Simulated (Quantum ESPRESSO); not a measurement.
# Bi in Quantum ESPRESSO: further runs

One sheet, Bi, is run at these levels: LDA, PBEsol, PBE, RPBE; tasks: work function.

Everything below comes from runs of Quantum ESPRESSO 7.5. Logs are shortened: lines on timing, memory, paths and dates and some standing lists are left out, and cuts for length are marked.

## Step 1: The sheet as given

The cell holds a sheet with vacuum, 1 atom: a = 3.129 Å, b = 3.129 Å, c = 23.800 Å, α = 90.00°, β = 90.00°, γ = 90.00°.

The cell was built by a generator and needn't be a form met in nature.

## Step 2: Work function, LDA

Input file pw.in:

```
&CONTROL
  calculation = 'scf'
  prefix = 'pwscf'
  outdir = './tmp'
  pseudo_dir = './pseudo'
  tprnfor = .true.
  disk_io = 'low'
/
&SYSTEM
  ibrav = 0
  celldm(1) = 8
  nat = 1
  ntyp = 1
  ecutwfc = 66
  nbnd = 13
  input_dft = 'pz'
  occupations = 'smearing'
  smearing = 'fd'
  degauss = 0.00367493
/
&ELECTRONS
  conv_thr = 1d-09
  electron_maxstep = 150
  mixing_beta = 0.3
  mixing_mode = 'local-TF'
/
ATOMIC_SPECIES
Bi   208.9804 Bi_ONCV_PBE-1.2.upf
CELL_PARAMETERS alat
  0.7391947195392   0.0000000000000   0.0000000000000
  0.0000000000000   0.7391947195392   0.0000000000000
  0.0000000000000   0.0000000000000   5.6219352207617
ATOMIC_POSITIONS crystal
Bi     0.5000000000    0.5000000000    0.2941200000
K_POINTS automatic
9 9 1 0 0 0
```

Input file pp_density.in:

```
&INPUTPP
  prefix = 'pwscf'
  outdir = './tmp'
  filplot = 'density.dat'
  plot_num = 0
/
&PLOT
  nfile = 1
  filepp(1) = 'density.dat'
  iflag = 3
  output_format = 6
  fileout = 'density.cube'
/
```

Input file pp_potential.in:

```
&INPUTPP
  prefix = 'pwscf'
  outdir = './tmp'
  filplot = 'potential.dat'
  plot_num = 11
/
&PLOT
  nfile = 1
  filepp(1) = 'potential.dat'
  iflag = 3
  output_format = 6
  fileout = 'potential.cube'
/
```

Input file pp_elf.in:

```
&INPUTPP
  prefix = 'pwscf'
  outdir = './tmp'
  filplot = 'elf.dat'
  plot_num = 8
/
&PLOT
  nfile = 1
  filepp(1) = 'elf.dat'
  iflag = 3
  output_format = 6
  fileout = 'elf.cube'
/
```

Potentials or basis: SG15 PBE 1.2.

Launch:

```
$ OMP_NUM_THREADS=1 mpirun -n 2 pw.x -nk 2 -in pw.in > pw.out
$ OMP_NUM_THREADS=1 mpirun -n 1 pp.x -in pp_density.in > pp_density.out
$ OMP_NUM_THREADS=1 mpirun -n 1 pp.x -in pp_potential.in > pp_potential.out
$ OMP_NUM_THREADS=1 mpirun -n 1 pp.x -in pp_elf.in > pp_elf.out
```

pw.out:

```text
This program is part of the open-source Quantum ESPRESSO suite
     for quantum simulation of materials; please cite
         "P. Giannozzi et al., J. Phys.:Condens. Matter 21 395502 (2009);
         "P. Giannozzi et al., J. Phys.:Condens. Matter 29 465901 (2017);
         "P. Giannozzi et al., J. Chem. Phys. 152 154105 (2020);
     in publications or presentations arising from this work. More details at

     IMPORTANT: XC functional enforced from input :
     Exchange-correlation= PZ
                           (   1   1   0   0   0   0   0)
     Any further DFT definition will be discarded
     Please, verify this is what you really want

     Message from routine setup:
[... 7 lines left out ...]
     --------------------
     sticks:   dense  smooth     PW     G-vecs:    dense   smooth      PW
     Sum         741     741    221               113957   113957   18105

     Using Slab Decomposition

     bravais-lattice index     =            0
     lattice parameter (alat)  =       8.0000  a.u.
     unit-cell volume          =    1572.8000 (a.u.)^3
     number of atoms/cell      =            1
     number of atomic types    =            1
     number of electrons       =        15.00
     number of Kohn-Sham states=           13
     kinetic-energy cutoff     =      66.0000  Ry
     charge density cutoff     =     264.0000  Ry
     scf convergence threshold =      1.0E-09
     mixing beta               =       0.3000
     number of iterations used =            8  local-TF  mixing
     Exchange-correlation= PZ
                           (   1   1   0   0   0   0   0)

     celldm(1)=   8.000000  celldm(2)=   0.000000  celldm(3)=   0.000000
     celldm(4)=   0.000000  celldm(5)=   0.000000  celldm(6)=   0.000000

     crystal axes: (cart. coord. in units of alat)
               a(1) = (   0.739195   0.000000   0.000000 )
               a(2) = (   0.000000   0.739195   0.000000 )
               a(3) = (   0.000000   0.000000   5.621935 )

     reciprocal axes: (cart. coord. in units 2 pi/alat)
               b(1) = (  1.352824  0.000000  0.000000 )
               b(2) = (  0.000000  1.352824  0.000000 )
               b(3) = (  0.000000  0.000000  0.177875 )

     PseudoPot. # 1 for Bi read from file:
     Bi_ONCV_PBE-1.2.upf
     Pseudo is Norm-conserving, Zval = 15.0
     Generated using ONCVPSP code by D. R. Hamann
     Using radial grid of  602 points,  8 beta functions with:
                l(1) =   0
                l(2) =   0
                l(3) =   1
                l(4) =   1
                l(5) =   2
                l(6) =   2
                l(7) =   3
                l(8) =   3

     atomic species   valence    mass     pseudopotential
     Bi               15.00   208.98040     Bi( 1.00)

      8 Sym. Ops. (no inversion) found

   Cartesian axes

     site n.     atom                  positions (alat units)
         1        Bi     tau(   1) = (   0.3695974   0.3695974   1.6535236  )

     number of k points=    15  Fermi-Dirac smearing, width (Ry)=  0.0037
                       cart. coord. in units 2pi/alat
        k(    1) = (   0.0000000   0.0000000   0.0000000), wk =   0.0246914
        k(    2) = (   0.0000000   0.1503137   0.0000000), wk =   0.0987654
        k(    3) = (   0.0000000   0.3006274   0.0000000), wk =   0.0987654
        k(    4) = (   0.0000000   0.4509412   0.0000000), wk =   0.0987654
        k(    5) = (   0.0000000   0.6012549   0.0000000), wk =   0.0987654
        k(    6) = (   0.1503137   0.1503137   0.0000000), wk =   0.0987654
        k(    7) = (   0.1503137   0.3006274   0.0000000), wk =   0.1975309
        k(    8) = (   0.1503137   0.4509412   0.0000000), wk =   0.1975309
        k(    9) = (   0.1503137   0.6012549   0.0000000), wk =   0.1975309
        k(   10) = (   0.3006274   0.3006274   0.0000000), wk =   0.0987654
        k(   11) = (   0.3006274   0.4509412   0.0000000), wk =   0.1975309
        k(   12) = (   0.3006274   0.6012549   0.0000000), wk =   0.1975309
        k(   13) = (   0.4509412   0.4509412   0.0000000), wk =   0.0987654
        k(   14) = (   0.4509412   0.6012549   0.0000000), wk =   0.1975309
        k(   15) = (   0.6012549   0.6012549   0.0000000), wk =   0.0987654

     Dense  grid:   113957 G-vectors     FFT dimensions: (  32,  32, 240)

     Initial potential from superposition of free atoms

     starting charge      14.9238, renormalised to      15.0000

     negative rho (up, down):  6.756E-04 0.000E+00
     Starting wfcs are random

     Self-consistent Calculation

     iteration #  1     ecut=    66.00 Ry     beta= 0.30
     Davidson diagonalization with overlap
     ethr =  1.00E-02,  avg # of iterations =  9.7

     Threshold (ethr) on eigenvalues was too large:
     Diagonalizing with lowered threshold

     Davidson diagonalization with overlap
     ethr =  1.41E-04,  avg # of iterations =  5.6

     negative rho (up, down):  1.271E-03 0.000E+00

     total energy              =    -135.62303979 Ry
     estimated scf accuracy    <       0.01340399 Ry

     iteration #  2     ecut=    66.00 Ry     beta= 0.30
     Davidson diagonalization with overlap
     ethr =  8.94E-05,  avg # of iterations =  1.9

     negative rho (up, down):  5.631E-03 0.000E+00

     total energy              =    -135.61884813 Ry
     estimated scf accuracy    <       0.00821826 Ry

     iteration #  3     ecut=    66.00 Ry     beta= 0.30
     Davidson diagonalization with overlap
     ethr =  5.48E-05,  avg # of iterations =  2.3

     negative rho (up, down):  6.671E-03 0.000E+00

     total energy              =    -135.61999688 Ry
     estimated scf accuracy    <       0.00051882 Ry

     iteration #  4     ecut=    66.00 Ry     beta= 0.30
     Davidson diagonalization with overlap
     c_bands:  2 eigenvalues not converged
     ethr =  3.46E-06,  avg # of iterations =  9.0

     negative rho (up, down):  6.259E-03 0.000E+00

     total energy              =    -135.61991240 Ry
     estimated scf accuracy    <       0.00030228 Ry

     iteration #  5     ecut=    66.00 Ry     beta= 0.30
     Davidson diagonalization with overlap
     c_bands:  2 eigenvalues not converged
     ethr =  2.02E-06,  avg # of iterations =  7.1

     negative rho (up, down):  5.591E-03 0.000E+00

     total energy              =    -135.61990900 Ry
     estimated scf accuracy    <       0.00010987 Ry

     iteration #  6     ecut=    66.00 Ry     beta= 0.30
     Davidson diagonalization with overlap
     ethr =  7.32E-07,  avg # of iterations =  6.5

     negative rho (up, down):  3.543E-03 0.000E+00

     total energy              =    -135.61982520 Ry
     estimated scf accuracy    <       0.00012713 Ry

     iteration #  7     ecut=    66.00 Ry     beta= 0.30
     Davidson diagonalization with overlap
     ethr =  7.32E-07,  avg # of iterations =  4.1

     negative rho (up, down):  2.364E-03 0.000E+00

     total energy              =    -135.61983948 Ry
     estimated scf accuracy    <       0.00009431 Ry

     iteration #  8     ecut=    66.00 Ry     beta= 0.30
     Davidson diagonalization with overlap
     ethr =  6.29E-07,  avg # of iterations =  5.5

     negative rho (up, down):  1.534E-03 0.000E+00

     total energy              =    -135.61979080 Ry
     estimated scf accuracy    <       0.00003634 Ry

     iteration #  9     ecut=    66.00 Ry     beta= 0.30
     Davidson diagonalization with overlap
     ethr =  2.42E-07,  avg # of iterations =  5.3

     negative rho (up, down):  2.279E-04 0.000E+00

     total energy              =    -135.61979730 Ry
     estimated scf accuracy    <       0.00000884 Ry

     iteration # 10     ecut=    66.00 Ry     beta= 0.30
     Davidson diagonalization with overlap
     ethr =  5.90E-08,  avg # of iterations =  5.4

     negative rho (up, down):  1.442E-04 0.000E+00

     total energy              =    -135.61979776 Ry
     estimated scf accuracy    <       0.00000159 Ry

     iteration # 11     ecut=    66.00 Ry     beta= 0.30
     Davidson diagonalization with overlap
     ethr =  1.06E-08,  avg # of iterations =  3.2

     negative rho (up, down):  1.753E-05 0.000E+00

     total energy              =    -135.61979885 Ry
     estimated scf accuracy    <       0.00000117 Ry

     iteration # 12     ecut=    66.00 Ry     beta= 0.30
     Davidson diagonalization with overlap
     ethr =  7.78E-09,  avg # of iterations =  6.0

     negative rho (up, down):  1.191E-05 0.000E+00

     total energy              =    -135.61979907 Ry
     estimated scf accuracy    <       0.00000003 Ry

     iteration # 13     ecut=    66.00 Ry     beta= 0.30
     Davidson diagonalization with overlap
     ethr =  1.69E-10,  avg # of iterations =  1.2

     negative rho (up, down):  4.256E-07 0.000E+00

     total energy              =    -135.61979906 Ry
     estimated scf accuracy    <       0.00000003 Ry

     iteration # 14     ecut=    66.00 Ry     beta= 0.30
     Davidson diagonalization with overlap
     ethr =  1.69E-10,  avg # of iterations =  3.0

     negative rho (up, down):  4.779E-07 0.000E+00

     total energy              =    -135.61979906 Ry
     estimated scf accuracy    <          1.1E-09 Ry

     iteration # 15     ecut=    66.00 Ry     beta= 0.30
     Davidson diagonalization with overlap
     ethr =  7.51E-12,  avg # of iterations =  2.0

     End of self-consistent calculation

          k = 0.0000 0.0000 0.0000 ( 14277 PWs)   bands (ev):

   -25.2715 -25.0153 -24.8115 -24.8115 -24.7946 -15.0992  -5.0349   0.7217
     1.9690   2.2104   2.2104   2.3104   2.9839

          k = 0.0000 0.1503 0.0000 ( 14269 PWs)   bands (ev):

   -25.2392 -24.9973 -24.8286 -24.8101 -24.8093 -14.9251  -4.8420   0.2556
     0.9750   2.1546   2.4223   2.5009   3.1704

          k = 0.0000 0.3006 0.0000 ( 14255 PWs)   bands (ev):

   -25.1759 -24.9329 -24.8713 -24.8462 -24.8066 -14.4143  -4.2907  -2.5770
     1.4863   2.6938   3.0122   3.0687   3.7133

          k = 0.0000 0.4509 0.0000 ( 14271 PWs)   bands (ev):

   -25.1337 -24.9194 -24.8878 -24.8294 -24.8026 -13.6394  -5.1072  -3.4871
     2.4018   3.1762   3.8184   4.0151   4.1034

          k = 0.0000 0.6013 0.0000 ( 14266 PWs)   bands (ev):

   -25.1167 -24.9505 -24.9147 -24.8000 -24.7513 -12.9074  -6.7595  -2.7473
     2.1770   3.6881   4.4780   5.1207   5.3382

          k = 0.1503 0.1503 0.0000 ( 14251 PWs)   bands (ev):

   -25.2025 -24.9835 -24.8279 -24.8263 -24.8245 -14.7513  -4.6489   0.3599
     0.5675   1.2095   2.3404   2.6913   3.3571

          k = 0.1503 0.3006 0.0000 ( 14286 PWs)   bands (ev):

   -25.1293 -24.9286 -24.8697 -24.8625 -24.8233 -14.2409  -4.0973  -2.3866
     1.0207   1.7328   2.8794   3.2591   3.8998

          k = 0.1503 0.4509 0.0000 ( 14258 PWs)   bands (ev):

   -25.0835 -24.9176 -24.9061 -24.8276 -24.8191 -13.4670  -4.9215  -3.2929
     1.8388   2.6335   3.3522   4.2051   4.2842

          k = 0.1503 0.6013 0.0000 ( 14251 PWs)   bands (ev):

   -25.0667 -24.9485 -24.9340 -24.8163 -24.7487 -12.7361  -6.5759  -2.5513
     2.3462   2.5980   3.8830   5.3069   5.5276

          k = 0.3006 0.3006 0.0000 ( 14271 PWs)   bands (ev):

   -25.0211 -24.9125 -24.8987 -24.8673 -24.8636 -13.7320  -3.5448  -1.8620
    -1.8285   2.2451   3.4154   3.8267   4.4397

          k = 0.3006 0.4509 0.0000 ( 14236 PWs)   bands (ev):

   -24.9576 -24.9500 -24.9128 -24.8605 -24.8232 -12.9599  -4.3976  -2.7394
    -1.0629   3.1477   3.8482   4.7719   4.8258

          k = 0.3006 0.6013 0.0000 ( 14207 PWs)   bands (ev):

   -24.9824 -24.9434 -24.9419 -24.8574 -24.7397 -12.2298  -6.0617  -1.9964
    -0.3585   2.8511   4.3299   5.0629   6.0902

          k = 0.4509 0.4509 0.0000 ( 14183 PWs)   bands (ev):

   -25.0035 -24.9087 -24.9059 -24.8248 -24.8026 -12.1868  -3.7588  -3.5450
    -1.9372   3.8946   4.3306   4.5410   5.7218

          k = 0.4509 0.6013 0.0000 ( 14199 PWs)   bands (ev):

   -25.0366 -24.9375 -24.9037 -24.8174 -24.7106 -11.4500  -5.3490  -3.0039
    -1.2055   3.0029   3.6742   5.3982   6.2550

          k = 0.6013 0.6013 0.0000 ( 14208 PWs)   bands (ev):

   -25.0715 -24.9339 -24.9334 -24.7750 -24.6519 -10.6939  -4.7840  -4.7142
    -0.5080   1.7955   4.6035   5.2805   6.6433

     the Fermi energy is    -2.6435 ev

!    total energy              =    -135.61979906 Ry
     estimated scf accuracy    <          5.0E-11 Ry
     smearing contrib. (-TS)   =      -0.00091087 Ry
     internal energy E=F+TS    =    -135.61888820 Ry

     The total energy is F=E-TS. E is the sum of the following terms:
     one-electron contribution =    -548.68934111 Ry
     hartree contribution      =     273.81344344 Ry
     xc contribution           =     -15.37762723 Ry
     ewald contribution        =     154.63463670 Ry

     convergence has been achieved in  15 iterations

     Forces acting on atoms (cartesian axes, Ry/au):

     atom    1 type  1   force =     0.00000000    0.00000000    0.00000000

     Total force =     0.000000     Total SCF correction =     0.000010

=------------------------------------------------------------------------------=
   JOB DONE.
=------------------------------------------------------------------------------=
```

Run time: 42 s. Hardware: 2 MPI ranks of Arm Neoverse V2, shared host; peak memory 0.4 GiB.

Results:

* Free energy: -1845.2014 eV
* Band gap on the k mesh: none (metal or under the smearing width)
* Work function of the upper face: 4.90 eV
* Work function of the lower face: 4.90 eV

Caveat: spin-orbit coupling is left out, which moves the levels of the heavy elements.

[end of part 1 of 3]
